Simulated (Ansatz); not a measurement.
# GaSiO (quartet): wave-function methods side by side at a displaced geometry (v1), cc-pVDZ

The task here is to estimate one member of a computed series from the others.

Program: Ansatz 0.2.0, Gaussian basis. Level of theory: cc-pVDZ, core rule «outside noble gas», up to 20 orbitals frozen. These are calculated values, not measurements.

Plan: UHF; CCSD(T) on ROHF; BCCD(T) on ROHF; CISD; CCSDT(Q) on ROHF; CCSDT(Q) on UHF.

47 further runs of the same task are left out: 7 for a known fault of the program, 29 that didn't finish, 11 set aside as unsound or not needed.

## The geometry

The geometry is a PBE0/def2-TZVP stationary point (not a proven minimum) with its atoms shifted at random (size 0.040 Å). No spin-orbit coupling is included. The filled d shell of Ga may be among the frozen orbitals whatever the setting's name suggests; the logs give the count.

3 atoms, charge 0, spin multiplicity 4.

Atoms are counted from 1 here; the program's logs count them from 0.

Bond lengths: O1–Ga2 1.659 Å, Ga2–Si3 2.287 Å. Angles: O1–Ga2–Si3 177.6°.

Set-up of the first run:

in.yaml

```yaml
crystal:
  periodic: [false, false, false]
  atoms:
    - {symbol: O, position_ang: [-0.015433, -0.009008, -1.867720]}
    - {symbol: Ga, position_ang: [-0.016266, -0.025151, -0.208773]}
    - {symbol: Si, position_ang: [0.031698, 0.034159, 2.076493]}
basis:
  gaussian: {orbitals: cc-pVDZ}
magnetization: {spin_polarized: true, initial_magnetization: 3}
hamiltonian: {xc: hf}
output: {orbitals: {seedname: orbitals}}
```

On the command line:

```
ansatz run in.yaml --threads 1 --pin off --events-out ev --progress --plain --max-ram 2393MiB
```

Steps of the session up to this table: UHF; CCSD(T) on ROHF; BCCD(T) on ROHF; CISD; CCSDT(Q) on ROHF; CCSDT(Q) on UHF.

One table of the session follows, with a row left open; its other results are not shown here.

```
   method  from RCCSDT(Q) (kcal/mol)
     RMP2                     +17.92
    RCCSD                     +12.69
 RCCSD(T)                          ?
  BCCD(T)                      +1.40
   RCCSDT                      +0.50
RCCSDT(Q)                          0
```

Estimate the missing values for RCCSD(T).

The run gave: from RCCSDT(Q) (kcal/mol): +1.51. In the column «from RCCSDT(Q) (kcal/mol)» it lies between BCCD(T) (+1.40) and RCCSD (+12.69).

Not comparable, so not listed: CISD; CCSDT(Q) on UHF (they don't share determinant, frozen orbitals or solution with the rows shown, or repeat one).

Left out of the table: ROHF (another determinant or state than the rows shown).

To keep in mind: Warnings: coupled cluster took another determinant than the lowest; large T1 diagnostic.
